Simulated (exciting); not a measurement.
A run of exciting (release sodium) is set up as follows.

The input input.xml:

```xml
<input>
  <title>NbSi</title>
  <structure speciespath="./" tshift="false">
    <crystal scale="1">
      <basevect>0.000000000000 4.863833791346 4.863833791346</basevect>
      <basevect>4.863833791346 0.000000000000 4.863833791346</basevect>
      <basevect>4.863833791346 4.863833791346 0.000000000000</basevect>
    </crystal>
    <species speciesfile="Nb.xml" rmt="2.3">
      <atom coord="0.000000000000 0.000000000000 0.000000000000"/>
    </species>
    <species speciesfile="Si.xml" rmt="2">
      <atom coord="0.500000000000 0.500000000000 0.500000000000"/>
    </species>
  </structure>
  <groundstate do="fromscratch" ngridk="9 9 9" rgkmax="7.8" gmaxvr="14" lmaxapw="10" lmaxmat="10" lmaxvr="8" xctype="GGA_PBE_SOL" stype="Fermi Dirac" swidth="0.00183747" nempty="14" ValenceRelativity="iora*" epsengy="1e-05" epspot="1e-05" maxscl="60" tforce="true" outputlevel="normal"/>
</input>
```

Potentials or basis: all-electron LAPW+lo, shipped species files, valence relativity iora*.

Launch:

```console
$ OMP_NUM_THREADS=1 exciting_smp
```

Question: Predict the band gap on the k mesh.

Answer: None (metal or under the smearing width).
